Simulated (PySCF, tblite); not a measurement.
# C4H8O2SSi: geometry, infrared bands and NMR shifts

What infrared bands and NMR shifts should C4H8O2SSi (`C=CO[Si@H](O)SC=C`) show?

Programs: tblite 0.8.0 and PySCF 2.14.0, with density-fitted response routines of our own. Each step states its level of theory. These are calculated values for one molecule in the gas phase, unless marked as measured. Atoms count from 0, in the outputs and in this text.

## Step 1: The starting structure

16 atoms, charge 0, multiplicity 1; geometry from: force field or distance geometry start.

Bonds of the start (Å): C0–C1 1.32, C1–O2 1.41, O2–Si3 1.72, Si3–O4 1.75, Si3–S5 2.14, S5–C6 1.78, C6–C7 1.32, C0–H8 1.08, C0–H9 1.10, C1–H10 1.09, Si3–H11 1.46, O4–H12 0.99, C6–H13 1.09, C7–H14 1.09, C7–H15 1.08.

## Step 2: Relaxing the molecule with GFN2-xTB

Job settings and geometry (Å):

```
{"job": {"kind": "relax", "xc": "GFN2-xTB", "basis": "xTB"}, "charge": 0, "multiplicity": 1}
C     -3.201300     0.638100    -0.065400
C     -2.636200    -0.504900    -0.388600
O     -1.363400    -0.566500    -0.998800
Si    -0.037400    -0.940500     0.030100
O     -0.643800    -1.670600     1.499500
S      0.949700     0.915600     0.445500
C      2.706400     0.631600     0.307100
C      3.633400     1.542400     0.524400
H     -2.759200     1.603500    -0.259800
H     -4.192100     0.603000     0.422300
H     -3.171600    -1.418200    -0.137400
H      0.846400    -1.882600    -0.641600
H     -1.282600    -2.392000     1.266900
H      3.034900    -0.369200     0.032400
H      3.439900     2.575600     0.801600
H      4.669300     1.243900     0.417800
```

Run with:

```bash
$ OMP_NUM_THREADS=1 python probes_run.py task.json out
```

This one command runs all jobs of the session in turn.

**Question.** This job is followed by: GFN2-xTB harmonic vibrations, gas phase; GIAO PBE0/pcSseg-1 NMR shielding, non-relativistic, gas phase. What will the session give for the following? strongest single infrared mode (GFN2-xTB); zero-point energy (GFN2-xTB); 13C shifts against TMS (PBE0/pcSseg-1); 1H shifts against TMS (PBE0/pcSseg-1); 17O shifts against H2O (PBE0/pcSseg-1); 29Si shifts against TMS (PBE0/pcSseg-1); 33S shifts against CS2 (PBE0/pcSseg-1).

**Answer**, as computed:

```
                                 quantity                                               value
strongest single infrared mode (GFN2-xTB)                               1197 cm⁻¹, 341 km/mol
             zero-point energy (GFN2-xTB)                                       69.8 kcal/mol
   13C shifts against TMS (PBE0/pcSseg-1)                       153.0, 134.2, 123.2, 99.8 ppm
    1H shifts against TMS (PBE0/pcSseg-1)  6.46, 6.46, 5.80, 5.69, 5.52, 4.55, 4.55, 2.19 ppm
   17O shifts against H2O (PBE0/pcSseg-1)                                     134.3, 50.3 ppm
  29Si shifts against TMS (PBE0/pcSseg-1)                                           -29.7 ppm
   33S shifts against CS2 (PBE0/pcSseg-1)                                             -10 ppm
```

What this shows: Relaxing lowered the energy by 0.932 eV in 171 steps; the close pair that moved most is Si3–O4, from 1.749 to 1.614 Å. No mode is imaginary among the 42: a minimum at this level. The strongest single mode, at 1197 cm⁻¹, moves mainly O2 and C1. Unscaled tight-binding wavenumbers are off by several per cent, some by more. Its intensities can rank the bands wrongly. At PBE0/pcSseg-1: The widest tensor belongs to S5: span 270 ppm, with a paramagnetic part of -549 ppm.
